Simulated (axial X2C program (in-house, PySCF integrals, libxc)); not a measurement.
# Linear BrBBr at several levels

The task here is to estimate one member of a computed series from the others.

Program: an in-house X2C program for linear molecules on PySCF integrals. Level of theory: all-electron X2C, two-component (2c) or spin-free, Br dyall-av3z, B dyall-v3z. These are calculated values, not measurements.

All values are calculated.

2 further runs of the same task are left out: 2 set aside as unsound or not needed.

The first run:

task.json reads:

```json
{"zs": [35, 5, 35], "q": 0, "bas": ["dyall-av3z", "dyall-v3z", "dyall-av3z"], "r0": [1.99, 1.99], "symm": 1, "scan": ["PBE0", "HF", "BHandHLYP"], "levels": ["PBE0", "HF", "BHandHLYP"], "nst": 2}
```

Keys: zs atomic numbers; q charge; bas basis sets; r0 starting distance in Å; symm equal bonds; scan levels of the two-bond scan (MP2 follows by itself at each HF point); levels methods; nst determinants followed.

Launch:

```
python solin.py task.json out
```

Masses Br 78.918, B 11.009, Br 78.918 u.

Steps of the session up to this table: Scan at PBE0, 2c; Scan at HF, 2c; Scan at BHandHLYP, 2c.

One of the session's tables, all rows but one given; the rest of the session is left out.

```
               level  r(Br–B) (Å)  r(B–Br) (Å)  lower stretch (cm⁻¹)  upper stretch (cm⁻¹)
            PBE0, 2c        1.829        1.829                 289.4                1108.8
              HF, 2c            ?            ?                     ?                     ?
       BHandHLYP, 2c        1.830        1.830                 289.4                1107.1
             MP2, 2c        1.828        1.828                 295.0                1126.6
     PBE0, spin-free        1.829        1.829                 289.3                1108.8
       HF, spin-free        1.850        1.850                 284.7                1095.0
BHandHLYP, spin-free        1.830        1.830                 289.3                1107.1
      MP2, spin-free        1.828        1.828                 294.8                1126.3
```

**Question.** Estimate the row for HF, 2c.

The run gave: r(Br–B) (Å): 1.849; r(B–Br) (Å): 1.849; lower stretch (cm⁻¹): 284.8; upper stretch (cm⁻¹): 1094.8. In the column «r(Br–B) (Å)» it lies between BHandHLYP, spin-free (1.830) and HF, spin-free (1.850).

Scans not shown above were run alike.

Caveats from the session: The molecule was held linear; bending was not examined, so a bent shape may lie lower. Note: functional without a current term on a determinant with orbital currents, of the molecule or an atom.
